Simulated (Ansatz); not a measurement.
# CH4B2O: one structure at several levels

One table from this session's results is given with a row withheld; the runs are named, their logs left out.

The runs use Ansatz 0.2.0, Gaussian basis; single points in def2-TZVPP.

Cores are frozen in the correlated methods.

## The starting structure

SMILES `B1BOC1`, 8 atoms, charge 0, spin multiplicity 1.

Atoms are counted from 1 here; the program's logs count them from 0.

Bond lengths: B1–B2 1.624 Å, B1–C4 1.452 Å, B1–H5 1.283 Å, B2–O3 1.441 Å, B2–H6 1.077 Å, O3–C4 1.446 Å, C4–H7 1.130 Å, C4–H8 1.250 Å. Angles: B2–B1–C4 93.9°, B2–B1–H5 127.5°, C4–B1–H5 125.7°, B1–B2–O3 71.7°, B1–B2–H6 159.3°, O3–B2–H6 113.1°, B2–O3–C4 102.5°, B1–C4–O3 76.8°, B1–C4–H7 126.7°, B1–C4–H8 125.5°, O3–C4–H7 108.9°, O3–C4–H8 103.9°, H7–C4–H8 105.0°.

As a file:

```
B    -0.2714    0.6601   -0.5036
B     0.9213    0.7629    0.5932
O     0.1804   -0.4473    0.8416
C    -0.3056   -0.7917   -0.4762
H    -1.2906    1.4305   -0.6252
H     1.4730    1.1036    1.4528
H    -1.2224   -1.4433   -0.3698
H     0.5785   -1.5478   -0.9341
```

The first run:

File run/in.yaml:

```yaml
crystal:
  periodic: [false, false, false]
  atoms:
    - {symbol: B, position_ang: [-0.271400, 0.660100, -0.503600]}
    - {symbol: B, position_ang: [0.921300, 0.762900, 0.593200]}
    - {symbol: O, position_ang: [0.180400, -0.447300, 0.841600]}
    - {symbol: C, position_ang: [-0.305600, -0.791700, -0.476200]}
    - {symbol: H, position_ang: [-1.290600, 1.430500, -0.625200]}
    - {symbol: H, position_ang: [1.473000, 1.103600, 1.452800]}
    - {symbol: H, position_ang: [-1.222400, -1.443300, -0.369800]}
    - {symbol: H, position_ang: [0.578500, -1.547800, -0.934100]}
basis:
  gaussian: {orbitals: def2-TZVPP}
correlation: {method: ccsd_t}
output: {forces: true}
```

No record of the launch command was kept for these runs.

Among the steps run: CCSD(T)/def2-TZVPP; PBE0-D4/def2-TZVPP; wB97M-V/def2-TZVPP; r2SCAN-D4/def2-TZVPP; PBE-D4/def2-TZVPP; r2SCAN0-D4/def2-TZVPP; CAM-B3LYP-D4/def2-TZVPP.

One of the session's tables, all rows but one given; the rest of the session is left out.

```
      method  RMS force component (eV/Å)  angle to CCSD(T) forces (°)  dipole (D)
     CCSD(T)                       2.373                    reference        0.96
     PBE0-D4                       2.281                          5.7        0.96
     wB97M-V                       2.305                          3.8        0.96
   r2SCAN-D4                       2.264                          3.2        0.98
      PBE-D4                       2.232                          4.2        1.01
  r2SCAN0-D4                       2.304                          6.4        0.95
CAM-B3LYP-D4                           ?                            ?           ?
```

Estimate the missing values for CAM-B3LYP-D4.

As computed: RMS force component (eV/Å): 2.293; angle to CCSD(T) forces (°): 5.7; dipole (D): 0.96. In the column «RMS force component (eV/Å)» it lies between PBE0-D4 (2.281) and r2SCAN0-D4 (2.304).
